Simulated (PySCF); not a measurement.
# ethylboronic acid (C₂H₇BO₂): runs on many settings

Aim: see how ethylboronic acid (C₂H₇BO₂) (`CCB(O)O`) answers to the choice of functional, basis, grid and SCF options, and what happens with inputs that are wrong on purpose.

Programs: PySCF 2.14.0, with density-fitted response routines of our own. Each step states its level of theory. These are calculated values for one molecule in the gas phase, unless marked as measured. Atoms are numbered from 0 throughout.

### 1 The molecule as given

12 atoms, charge 0, multiplicity 1; geometry from: GFN2-xTB.

Bonds of the start (Å): C0–C1 1.53, C1–B2 1.60, B2–O3 1.35, B2–O4 1.36, C0–H5 1.09, C0–H6 1.09, C0–H7 1.09, C1–H8 1.09, C1–H9 1.09, O3–H10 0.96, O4–H11 0.96.

### 2 Nuclear shieldings: PBE0/pcSseg-1

The job: settings as JSON, then the geometry in Å.

```
{"job": {"kind": "nmr", "xc": "PBE0", "basis": "pcSseg-1"}, "charge": 0, "multiplicity": 1}
C     -1.572086     0.125341     0.202411
C     -0.299953     0.347430    -0.620818
B      1.031497    -0.116664     0.142264
O      1.230329     0.282827     1.413691
O      1.996401    -0.891743    -0.431243
H     -1.484859     0.633573     1.158077
H     -2.446021     0.508166    -0.321006
H     -1.721251    -0.934927     0.393522
H     -0.220924     1.413993    -0.844260
H     -0.404180    -0.163446    -1.581870
H      2.051080    -0.032781     1.794120
H      1.841164    -1.172454    -1.330915
```

With the program's defaults for keys left out, this is: GIAO PBE0/pcSseg-1 NMR shielding, non-relativistic, gas phase.

On the command line:

```bash
> OMP_NUM_THREADS=1 python probes_run.py task.json out
```

The driver reads the jobs from task.json and runs them one after another.

The program printed:

```text
coarse grid: 9776 points
cycle   1  E = -255.3343487478  dE =  5.200e-01  |g| = 8.725e-01  |ddm| = 2.821e+00
cycle   2  E = -255.2321396728  dE =  1.022e-01  |g| = 1.169e+00  |ddm| = 1.266e+00
cycle   3  E = -255.4751352519  dE = -2.430e-01  |g| = 7.193e-02  |ddm| = 7.508e-01
cycle   4  E = -255.4760651908  dE = -9.299e-04  |g| = 3.064e-02  |ddm| = 6.831e-02
cycle   5  E = -255.4762856493  dE = -2.205e-04  |g| = 4.428e-03  |ddm| = 2.385e-02
cycle   6  E = -255.4762894660  dE = -3.817e-06  |g| = 1.505e-03  |ddm| = 3.838e-03
final grid: 93648 points
cycle   7  E = -255.5232493507  dE = -3.435e-05  |g| = 8.735e-03  |ddm| = 1.838e-02
cycle   8  E = -255.5232375623  dE =  1.179e-05  |g| = 1.176e-02  |ddm| = 1.267e-02
cycle   9  E = -255.5232655148  dE = -2.795e-05  |g| = 7.060e-04  |ddm| = 7.121e-03
cycle  10  E = -255.5232656073  dE = -9.247e-08  |g| = 1.939e-04  |ddm| = 5.414e-04
cycle  11  E = -255.5232656147  dE = -7.419e-09  |g| = 5.254e-05  |ddm| = 1.483e-04
cycle  12  E = -255.5232656151  dE = -3.985e-10  |g| = 2.412e-05  |ddm| = 4.334e-05
converged SCF energy = -255.5232656151

GIAO shielding tensors (ppm)
atom      isotropic    diamagn.    paramagn.     s11        s22        s33       span
  0 C      175.750     246.728     -70.978    167.227    173.893    186.131     18.903
  1 C      175.012     253.513     -78.501    167.261    176.023    181.750     14.489
  2 B       70.564     193.424    -122.860     50.413     68.181     93.098     42.685
  3 O      221.712     387.134    -165.422    118.872    261.183    285.080    166.208
  4 O      203.122     387.238    -184.116     92.323    248.250    268.793    176.470
  5 H       30.384      30.208       0.177     25.656     29.419     36.078     10.422
  6 H       30.633      29.251       1.382     25.869     28.199     37.831     11.962
  7 H       30.869      30.497       0.372     26.592     28.947     37.068     10.476
  8 H       30.808      31.639      -0.831     26.946     28.897     36.581      9.635
  9 H       31.406      33.119      -1.712     26.835     30.568     36.816      9.982
 10 H       27.690      30.043      -2.353     22.058     23.225     37.786     15.728
 11 H       27.705      32.370      -4.665     22.074     24.678     36.362     14.288
```

Wall time 8 s (1 thread of Arm Neoverse V1, shared host); peak memory 0.54 GiB.

The references, computed at this level on geometries of the same kind, shield at (ppm): 1H TMS 31.72, 13C TMS 186.9, 17O H2O 336.1, 11B BF3·OEt2 100.1. Their shielding less the atom's gives the shift. The references are single molecules in the gas phase, so shifts against H2O, NH3, PH3, H3PO4 or CFCl3 are not on the usual liquid scales and can be off by tens of ppm. Atoms listed in one row are averaged.

```csv
atoms,environment,σ (ppm),δ (ppm),δ scaled to CDCl3
C1,sp3 CH2 bonded to B,175.0,11.9,9.7
C0,methyl carbon,175.8,11.2,9.0
"H10, H11",hydrogen on an oxygen bonded to B,27.70,4.02,–
"H5, H6, H7",hydrogen on a methyl carbon,30.63,1.09,1.13
"H8, H9",hydrogen on an sp3 CH2 bonded to B,31.11,0.61,0.68
B2,"boron bonded to C, 2 O",70.6,29.5,–
"O3, O4","oxygen bonded to B, H",212.4,123.7,–
```

The scaled column applies a straight-line fit of computed shieldings to shifts measured in CDCl3 (root-mean-square error 0.16 ppm for H, 1.9 ppm for C).

The run also stored atomic charges by several schemes (e):

| atoms | Mulliken | IAO | Hirshfeld | ESP fit |
| --- | --- | --- | --- | --- |
| C0 | -0.29 | -0.40 | -0.12 | -0.10 |
| C1 | -0.51 | -0.43 | -0.15 | 0.04 |
| B2 | 0.55 | 0.51 | 0.25 | 0.56 |
| O3, O4 | -0.41 | -0.55 | -0.26 | -0.69 |

Mayer bond orders: C0–C1 1.05, C1–B2 0.94, B2–O3 1.25, B2–O4 1.23.

### 3 TDDFT and polarisability: PBE0/def2-SVPD

Same as in step 2 but for these lines:

```diff
@@ -1,2 +1,2 @@
-{"job": {"kind": "nmr", "xc": "PBE0", "basis": "pcSseg-1"}, "charge": 0, "multiplicity": 1}
+{"job": {"kind": "uv", "xc": "PBE0", "basis": "def2-SVPD", "nstates": 6, "ntriplets": 2}, "charge": 0, "multiplicity": 1}
 C     -1.572086     0.125341     0.202411
```

With the program's defaults for keys left out, this is: TDDFT PBE0/def2-SVPD, vertical, gas phase, core orbitals frozen in the response.

The program printed:

```text
coarse grid: 9776 points
cycle   1  E = -255.1990857758  dE =  4.768e-01  |g| = 8.287e-01  |ddm| = 4.312e+00
cycle   2  E = -255.0735807896  dE =  1.255e-01  |g| = 1.168e+00  |ddm| = 1.746e+00
cycle   3  E = -255.3345787260  dE = -2.610e-01  |g| = 7.353e-02  |ddm| = 9.776e-01
cycle   4  E = -255.3355518092  dE = -9.731e-04  |g| = 3.288e-02  |ddm| = 1.050e-01
cycle   5  E = -255.3358221330  dE = -2.703e-04  |g| = 3.685e-03  |ddm| = 3.645e-02
cycle   6  E = -255.3358250101  dE = -2.877e-06  |g| = 9.680e-04  |ddm| = 6.110e-03
final grid: 93648 points
cycle   7  E = -255.3821537416  dE = -3.577e-05  |g| = 8.157e-03  |ddm| = 6.830e-02
cycle   8  E = -255.3821425166  dE =  1.123e-05  |g| = 1.106e-02  |ddm| = 1.776e-02
cycle   9  E = -255.3821687215  dE = -2.620e-05  |g| = 7.066e-04  |ddm| = 9.717e-03
cycle  10  E = -255.3821688228  dE = -1.013e-07  |g| = 1.787e-04  |ddm| = 8.401e-04
cycle  11  E = -255.3821688295  dE = -6.738e-09  |g| = 3.786e-05  |ddm| = 2.188e-04
cycle  12  E = -255.3821688297  dE = -2.231e-10  |g| = 2.191e-05  |ddm| = 6.249e-05
converged SCF energy = -255.3821688297

Static polarisability (au): isotropic 47.402, principal 40.801 48.585 52.819

Singlet excitations
state   eV       nm        f      main configurations
  1   7.5027    165.3   0.02533   H->L 0.97
  2   8.0668    153.7   0.00066   H-1->L 0.93
  3   8.1812    151.5   0.01798   H->L+1 0.66, H->L+2 0.23
  4   8.5133    145.6   0.00607   H-2->L 0.86
  5   8.6083    144.0   0.01848   H->L+2 0.61, H->L+1 0.27
  6   8.8842    139.6   0.01910   H-3->L 0.56, H-1->L+1 0.18, H-1->L+2 0.16

Triplet excitations (Tamm-Dancoff, eV): 7.3156 7.5649
```

It took 13 s on 1 thread of Arm Neoverse V1, shared host; peak memory 0.69 GiB.

Frontier orbitals and where they lie:

```
orbital     eV                       atoms
 HOMO−3  -9.95    C0 31 %, C1 31 %, O4 9 %
 HOMO−2  -9.55   C1 24 %, C0 23 %, H9 12 %
 HOMO−1  -9.33    O3 46 %, O4 34 %, B2 7 %
   HOMO  -8.58   C1 29 %, B2 18 %, O4 16 %
   LUMO   0.06  B2 45 %, O4 14 %, H11 10 %
 LUMO+1   1.02   O4 24 %, O3 12 %, C0 12 %
 LUMO+2   1.13  O3 26 %, O4 20 %, H10 13 %
```

With each of the 6 states as a Gaussian band of 0.4 eV half-width at 1/e, the curve within the window shown has maxima at 164 nm (ε 1,100), 144 nm (ε 1,700) L/(mol cm). Beyond the last state computed it falls off for lack of states. The curve at chosen wavelengths:

nm, ε (L/mol/cm) and a bar:
```
      135        551 ########
      137        919 ###############
      139       1287 ######################
      140       1440 #########################
      142       1643 #############################
      144       1699 ##############################
      146       1638 #############################
      147       1578 ############################
      149       1426 #########################
      151       1255 ######################
      153       1091 ##################
      154       1020 #################
      156        925 ###############
      158        907 ###############
      160        957 ################
      161        994 #################
      163       1061 ##################
      165       1075 ##################
      167       1010 #################
      168        948 ################
      170        786 #############
      172        599 #########
      174        423 ######
      175        345 ####
      177        218 ##
      179        129
```

Ground-state properties from the same run:

| property | computed |
| --- | --- |
| dipole moment (D) | 1.36 |
| polarisability (Å³) | 7.02 |
| HOMO–LUMO gap (eV) | 8.64 |
| −ε(HOMO) (eV) | 8.58 |

### 4 NMR shieldings: SCAN/pcSseg-1

The job: settings as JSON, then the geometry in Å.

```
{"job": {"kind": "nmr", "xc": "SCAN", "basis": "pcSseg-1", "pop": false, "scf": {"max_cycle": 62}}, "charge": 1, "multiplicity": 1}
C     -1.619249     0.129101     0.208483
C     -0.308952     0.357853    -0.639443
B      1.062442    -0.120164     0.146532
O      1.267239     0.291312     1.456102
O      2.056293    -0.918495    -0.444180
H     -1.529405     0.652580     1.192819
H     -2.519402     0.523411    -0.330636
H     -1.772889    -0.962975     0.405328
H     -0.227552     1.456413    -0.869588
H     -0.416305    -0.168349    -1.629326
H      2.112612    -0.033764     1.847944
H      1.896399    -1.207628    -1.370842
```

Level: SCAN/pcSseg-1.

The program printed:

```text
RuntimeError: Electron number 39 and spin 0 are not consistent
Note mol.spin = 2S = Nalpha - Nbeta, not 2S+1
```

Hardware: 1 thread of Arm Neoverse V1, shared host.

Diagnosis: Charge and multiplicity don't fit the number of electrons: an even count needs an odd multiplicity, and the reverse. The remedy is to mend the charge or the multiplicity.

### 5 Excited states and response: KT3/STO-3G

The job: settings as JSON, then the geometry in Å.

```
{"job": {"kind": "uv", "xc": "KT3", "basis": "STO-3G", "nstates": 12, "ntriplets": 0, "tda": false}, "charge": 0, "multiplicity": 1}
C     -1.572086     0.125341     0.202411
C     -0.299953     0.347430    -0.620818
B      1.031497    -0.116664     0.142264
O      1.230329     0.282827     1.413691
O      1.996401    -0.891743    -0.431243
H     -1.484859     0.633573     1.158077
H     -2.446021     0.508166    -0.321006
H     -1.721251    -0.934927     0.393522
H     -0.220924     1.413993    -0.844260
H     -0.404180    -0.163446    -1.581870
H      2.051080    -0.032781     1.794120
H      1.841164    -1.172454    -1.330915
```

Level: TDDFT KT3/STO-3G, vertical, gas phase, core orbitals frozen in the response.

The program printed:

```text
coarse grid: 9776 points
cycle   1  E = -256.0481592579  dE =  5.925e-01  |g| = 6.728e-01  |ddm| = 4.089e+00
cycle   2  E = -255.9164701830  dE =  1.317e-01  |g| = 9.726e-01  |ddm| = 2.051e+00
cycle   3  E = -256.1992877322  dE = -2.828e-01  |g| = 1.065e-01  |ddm| = 1.236e+00
cycle   4  E = -256.2030385897  dE = -3.751e-03  |g| = 3.714e-02  |ddm| = 1.961e-01
cycle   5  E = -256.2034253933  dE = -3.868e-04  |g| = 1.278e-02  |ddm| = 6.287e-02
cycle   6  E = -256.2034764909  dE = -5.110e-05  |g| = 2.879e-03  |ddm| = 1.989e-02
cycle   7  E = -256.2034792128  dE = -2.722e-06  |g| = 3.299e-04  |ddm| = 4.313e-03
final grid: 93648 points
cycle   8  E = -256.2415710872  dE = -1.569e-05  |g| = 8.919e-03  |ddm| = 2.639e-02
cycle   9  E = -256.2415566659  dE =  1.442e-05  |g| = 1.121e-02  |ddm| = 2.547e-02
cycle  10  E = -256.2415959022  dE = -3.924e-05  |g| = 1.168e-03  |ddm| = 1.460e-02
cycle  11  E = -256.2415963367  dE = -4.346e-07  |g| = 2.030e-04  |ddm| = 1.706e-03
cycle  12  E = -256.2415963496  dE = -1.285e-08  |g| = 5.645e-05  |ddm| = 3.392e-04
cycle  13  E = -256.2415963506  dE = -1.020e-09  |g| = 6.444e-06  |ddm| = 8.491e-05
cycle  14  E = -256.2415963506  dE = -1.609e-11  |g| = 6.561e-07  |ddm| = 1.160e-05
converged SCF energy = -256.2415963506

Static polarisability (au): isotropic 21.753, principal 13.690 24.611 26.956

Singlet excitations
state   eV       nm        f      main configurations
  1   8.7886    141.1   0.00471   H-1->L 0.99
  2   9.6397    128.6   0.01273   H-2->L 0.98
  3   9.9440    124.7   0.13376   H->L 0.90
  4  11.0098    112.6   0.01275   H-4->L 0.84, H-5->L 0.08
  5  11.2125    110.6   0.11833   H-3->L 0.54, H-5->L 0.23, H-4->L 0.12
  6  11.6325    106.6   0.02863   H->L+1 0.64, H-5->L 0.18, H-6->L 0.10
  7  11.7739    105.3   0.04229   H-5->L 0.40, H->L+1 0.33, H-6->L 0.11
  8  12.2290    101.4   0.01812   H-1->L+1 0.55, H->L+2 0.31, H-6->L 0.08
  9  12.2502    101.2   0.03944   H->L+2 0.44, H-1->L+1 0.42
 10  12.3436    100.4   0.02291   H-6->L 0.54, H->L+2 0.20, H-3->L 0.10
 11  13.0899     94.7   0.02653   H-1->L+2 0.86
 12  13.1711     94.1   0.00270   H-7->L 0.96
```

Run time: 3.7 s. Hardware: 1 thread of Arm Neoverse V1, shared host.

Key values: HOMO -3.96 eV, LUMO 3.99 eV; lowest singlet 8.79 eV.

### 6 Indirect couplings: CAM-B3LYP/pcseg-1

Same as in step 5 but for these lines:

```diff
@@ -1,2 +1,2 @@
-{"job": {"kind": "uv", "xc": "KT3", "basis": "STO-3G", "nstates": 12, "ntriplets": 0, "tda": false}, "charge": 0, "multiplicity": 1}
+{"job": {"kind": "j", "xc": "CAM-B3LYP", "basis": "pcseg-1", "grid": 1, "scf": {"aux": "def2-qzvpp-jkfit"}}, "charge": 0, "multiplicity": 1}
 C     -1.572086     0.125341     0.202411
```

Level: CAM-B3LYP/pcseg-1 indirect spin-spin coupling, non-relativistic, gas phase.

The program printed:

```text
final grid: 43208 points
cycle   1  E = -255.5631317977  dE =  6.059e-01  |g| = 7.896e-01  |ddm| = 3.093e+00
cycle   2  E = -255.5373477311  dE =  2.578e-02  |g| = 9.141e-01  |ddm| = 1.123e+00
cycle   3  E = -255.6836889524  dE = -1.463e-01  |g| = 4.919e-02  |ddm| = 5.912e-01
cycle   4  E = -255.6841381290  dE = -4.492e-04  |g| = 2.439e-02  |ddm| = 5.421e-02
cycle   5  E = -255.6842846724  dE = -1.465e-04  |g| = 4.262e-03  |ddm| = 2.295e-02
cycle   6  E = -255.6842895330  dE = -4.861e-06  |g| = 6.236e-04  |ddm| = 4.557e-03
cycle   7  E = -255.6842896526  dE = -1.195e-07  |g| = 2.182e-04  |ddm| = 1.023e-03
cycle   8  E = -255.6842896658  dE = -1.326e-08  |g| = 5.547e-05  |ddm| = 3.247e-04
cycle   9  E = -255.6842896664  dE = -5.538e-10  |g| = 3.275e-05  |ddm| = 6.582e-05
cycle  10  E = -255.6842896666  dE = -2.163e-10  |g| = 4.156e-06  |ddm| = 3.060e-05
converged SCF energy = -255.6842896666

Indirect spin-spin couplings (Hz)
  i      j    bonds     total        FC       PSO       DSO        SD
  0 C    1 C    1     41.770    41.360     0.242     0.168         -
  0 C    2 B    2     -2.177    -2.090    -0.091     0.051    -0.047
  0 C    3 O    3     -0.763    -0.819     0.062    -0.006         -
  0 C    4 O    3     -0.294    -0.291    -0.034     0.030         -
  0 C    5 H    1    134.738   133.297     0.809     0.632         -
  0 C    6 H    1    135.405   133.888     0.925     0.592         -
  0 C    7 H    1    131.881   130.323     0.934     0.623         -
  0 C    8 H    2     -4.522    -4.615     0.281    -0.188         -
  0 C    9 H    2     -3.126    -3.220     0.291    -0.197         -
  0 C   10 H    4     -0.198    -0.050     0.320    -0.468         -
  1 C    2 B    1     76.715    76.986    -1.091     0.325     0.494
  1 C    3 O    2    -12.058   -12.310     0.253    -0.001         -
  1 C    4 O    2     -0.401    -1.058     0.647     0.010         -
  1 C    5 H    2     -2.512    -2.650     0.304    -0.166         -
  1 C    6 H    2     -2.562    -2.607     0.270    -0.226         -
  1 C    7 H    2     -1.593    -1.675     0.267    -0.185         -
  1 C    8 H    1    126.315   124.327     1.181     0.808         -
  1 C    9 H    1    127.682   125.641     1.225     0.816         -
  1 C   10 H    3      5.318     5.596     0.367    -0.645         -
  1 C   11 H    3      0.717     0.741    -0.090     0.066         -
  2 B    3 O    1    -20.224   -24.569     4.650    -0.143    -0.162
  2 B    4 O    1    -20.081   -24.508     4.659    -0.144    -0.087
  2 B    5 H    3      2.090     2.139    -0.195     0.162    -0.015
  2 B    6 H    3      7.807     7.883     0.307    -0.400     0.018
  2 B    7 H    3      1.508     1.424    -0.091     0.186    -0.012
  2 B    8 H    2     -4.171    -4.384    -0.050     0.129     0.133
  2 B    9 H    2     -3.568    -3.450    -0.225     0.054     0.053
  2 B   10 H    2     -3.661    -2.169    -0.482    -0.929    -0.082
  2 B   11 H    2      0.791     2.298    -0.509    -0.951    -0.047
  3 O    6 H    4      0.304     0.229    -0.083     0.158         -
  3 O    8 H    3      0.166     0.139    -0.015     0.042         -
  3 O    9 H    3     -3.920    -4.072    -0.083     0.236         -
  3 O   10 H    1    -84.054   -72.770   -10.885    -0.399         -
  3 O   11 H    3     -1.499    -1.958    -0.002     0.461         -
  4 O    8 H    3     -0.656    -0.752    -0.057     0.153         -
  4 O    9 H    3     -0.035    -0.136     0.095     0.006         -
  4 O   10 H    3     -0.769    -1.273     0.550    -0.046         -
  4 O   11 H    1    -89.607   -78.343   -10.888    -0.375         -
  5 H    6 H    2    -10.695   -10.069     2.112    -2.739         -
  5 H    7 H    2    -11.447   -10.892     2.023    -2.578         -
  5 H    8 H    3      2.076     2.193     0.393    -0.510         -
  5 H    9 H    3     11.056    12.000     1.880    -2.824         -
  5 H   10 H    5     -0.608    -0.061     1.143    -1.691         -
  5 H   11 H    5     -0.451     0.019     0.861    -1.331         -
  6 H    7 H    2    -10.385    -9.774     2.126    -2.738         -
  6 H    8 H    3      3.851     3.962     0.313    -0.424         -
  6 H    9 H    3      2.313     2.468     0.376    -0.531         -
  6 H   10 H    5     -0.780    -0.146     1.281    -1.914         -
  7 H    8 H    3     11.686    12.637     1.898    -2.850         -
  7 H    9 H    3      2.404     2.536     0.364    -0.496         -
  7 H   10 H    5     -0.461     0.021     0.925    -1.407         -
  8 H    9 H    2    -12.333   -12.056     1.820    -2.096         -
  8 H   10 H    4     -1.447    -0.676     1.458    -2.228         -
  8 H   11 H    4     -0.607    -0.303     0.528    -0.832         -
  9 H   10 H    4      0.817     1.645     1.426    -2.254         -
  9 H   11 H    4      0.247    -0.319    -1.337     1.904         -
 10 H   11 H    4     -1.591    -0.344     1.956    -3.203         -
```

Wall time 7.5 s (1 thread of Arm Neoverse V1, shared host); peak memory 0.53 GiB.

This basis has no tight s functions, so the Fermi-contact terms are rough.

A choice of the couplings up to four bonds, sorted by the number of bonds, with means over like pairs; isotopes 11B, 13C, 1H, 17O:

```
   pair  bonds  J (Hz)  Fermi contact (Hz)
  C0–H5      1   134.0               132.5
  C1–H8      1   127.0               125.0
 O3–H10      1   -86.8               -75.6
  C1–B2      1    76.7                77.0
  C0–C1      1    41.8                41.4
  B2–O3      1   -20.2               -24.5
  H8–H9      2   -12.3               -12.1
  H5–H6      2   -10.8               -10.2
  C1–O3      2    -6.2                -6.7
  B2–H8      2    -3.9                -3.9
  C0–H8      2    -3.8                -3.9
  C1–H5      2    -2.2                -2.3
  C0–B2      2    -2.2                -2.1
 B2–H10      2    -1.4                 0.1
  H5–H8      3     5.6                 6.0
  B2–H5      3     3.8                 3.8
 C1–H10      3     3.0                 3.2
 O3–H11      3    -1.1                -1.6
  O3–H8      3    -1.1                -1.2
H10–H11      4    -1.6                -0.3
```

The spin-dipole term was solved for some atoms only; pairs without it lack that part.

The response was solved for the nuclei of B, C, H alone, so couplings that need other nuclei can be missing.

Quadrupole couplings from the field gradients of the same density:

```
atom  isotope  eQq/h (MHz)     η
  O4      17O       -8.446  0.16
  O3      17O       -8.310  0.15
  B2      11B        3.238  0.49
```

Joined with the shifts from before (PBE0/pcSseg-1, unscaled), the couplings predict the line list below for 400 MHz. Couplings to quadrupolar nuclei are left out.

1H NMR δ 4.02 (br s, 2H), 1.09 (t, J = 5.6 Hz, 3H), 0.61 (q, J = 5.6 Hz, 2H). The letters are first-order; like nuclei with unlike couplings give more lines.

### 7 Run by run: electronic excitations

Excitations and ground-state properties, with basis size and wall time:

| run | lowest singlet (eV) | brightest (eV) | f | gap (eV) | α (Å³) | μ (D) | functions | time |
| --- | --- | --- | --- | --- | --- | --- | --- | --- |
| PBE0/def2-SVPD | 7.50 | 7.50 | 0.025 | 8.64 | 7.02 | 1.36 | 162 | 13 s |
| KT3/STO-3G | 8.79 | 9.94 | 0.134 | 7.95 | 3.22 | 1.47 | 32 | 3.7 s |

### 8 Results

| quantity | value |
| --- | --- |
| 13C shifts against TMS (PBE0/pcSseg-1) | 11.9, 11.2 ppm |
| 1H shifts against TMS (PBE0/pcSseg-1, means over atoms taken as alike) | 4.02, 1.09, 0.61 ppm |
| 11B shifts against BF3·OEt2 (PBE0/pcSseg-1) | 29.5 ppm |
| 17O shifts against H2O (PBE0/pcSseg-1, means over atoms taken as alike) | 123.7 ppm |
| lowest singlet (PBE0/def2-SVPD) | 7.50 eV (165 nm), f = 0.025 |
| lowest triplet | 7.32 eV |
| largest coupling of the table (CAM-B3LYP/pcseg-1) | 1J(C,H) C0–H5, 134.0 Hz |
| range of the lowest singlet | 7.50 to 8.79 eV |
| property runs in this session | 5, of which 1 failed and 1 gave unsound results |

Single values in the summary come from the first run of each kind that ended normally (PBE0/pcSseg-1; PBE0/def2-SVPD; CAM-B3LYP/pcseg-1), which need not be the best level. At PBE0/pcSseg-1: The largest span, 171 ppm, is at O3, O4, where the paramagnetic term is -175 ppm. The first singlet state (HOMO→LUMO 0.97) lies at 7.50 eV and is weak. The lowest triplet lies 0.19 eV below the lowest singlet (triplets in Tamm-Dancoff, singlets in full TDDFT). In the run at CAM-B3LYP/pcseg-1, the largest coupling of the table is C0–H5 (mean over like pairs), 134.0 Hz, of which the Fermi-contact term gives 132.5 Hz. Couplings across rotatable bonds belong to this one conformer; where others are populated, the observed values are averages. The lowest singlet runs from 7.50 eV (PBE0/def2-SVPD) to 8.79 eV (KT3/STO-3G), while the orbital gap spans 7.95 to 8.64 eV. A minimal basis can't describe excited states, so its value is no measure of the functional. The lowest state need not be the same one in every run. The runs solved for a few states only, so the brightest column depends on that window. Couplings from bases without tight functions are rough.
